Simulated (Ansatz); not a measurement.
# SiBH2SClO: small, medium and large basis sets

Aim: see how fast density functionals converge with the basis set for SiBH2SClO.

The runs use Ansatz 0.2.0, Gaussian basis; one geometry, several basis sets.

The runs, in order: PBE0-D4/def2-SVP; ωB97M-V/def2-SVP; PBE0-D4/def2-QZVPP; ωB97M-V/def2-QZVPP; the functionals' def2-TZVPP values are taken from earlier runs.

### Step 1. The geometry

An earlier PBE0-D4 in a triple-zeta def2 set relaxation fixed the geometry.

SMILES `ClB1O[SiH2]S1`, 7 atoms, charge 0, spin multiplicity 1.

Atoms are counted from 1 here; the program's logs count them from 0.

Bond lengths: Cl1–B2 1.739 Å, B2–O3 1.368 Å, B2–S5 1.842 Å, O3–Si4 1.684 Å, Si4–S5 2.129 Å, Si4–H6 1.478 Å, Si4–H7 1.478 Å. Angles: Cl1–B2–O3 123.7°, Cl1–B2–S5 126.0°, O3–B2–S5 110.4°, B2–O3–Si4 94.1°, O3–Si4–S5 87.2°, O3–Si4–H6 111.9°, O3–Si4–H7 111.9°, S5–Si4–H6 116.0°, S5–Si4–H7 116.0°, H6–Si4–H7 111.5°, B2–S5–Si4 68.4°.

### Step 2. PBE0-D4 in def2-SVP

in.yaml

```yaml
crystal:
  periodic: [false, false, false]
  atoms:
    - {symbol: Cl, position_ang: [-1.934742, -1.985499, -0.972075]}
    - {symbol: B, position_ang: [-0.824533, -0.751229, -0.455168]}
    - {symbol: O, position_ang: [0.180384, -0.965353, 0.448476]}
    - {symbol: Si, position_ang: [0.734924, 0.623255, 0.388737]}
    - {symbol: S, position_ang: [-0.815505, 1.001292, -1.021207]}
    - {symbol: H, position_ang: [0.603629, 1.303209, 1.694977]}
    - {symbol: H, position_ang: [2.117144, 0.706326, -0.129340]}
basis:
  gaussian: {orbitals: def2-SVP}
hamiltonian: {xc: pbe0, dispersion: d4}
output: {orbitals: {seedname: orbitals}}
```

Started as:

```sh
$ ansatz run in.yaml --threads 2 --pin off --events-out ev --progress --plain --max-ram 4352MiB
```

Further steps of the session: ωB97M-V in def2-SVP; PBE0-D4 in def2-QZVPP; ωB97M-V in def2-QZVPP.

Q: Predict the results of all the runs planned. Wanted: PBE0-D4: double and triple zeta above quadruple; ωB97M-V: double and triple zeta above quadruple.

The runs gave:

| quantity | value |
| --- | --- |
| PBE0-D4: double and triple zeta above quadruple | 15.22, 1.11 eV |
| ωB97M-V: double and triple zeta above quadruple | 15.12, 1.04 eV |

**Reading.** PBE0-D4 gains 14.11 eV from double to triple zeta, then 1.11 eV more. These are total energies; as a rule much of such shifts cancels in differences, which this series doesn't test. The LUMO of ωB97M-V is positive and keeps falling with the basis (1.56 to 0.81 eV): an unbound level that the basis holds in place.
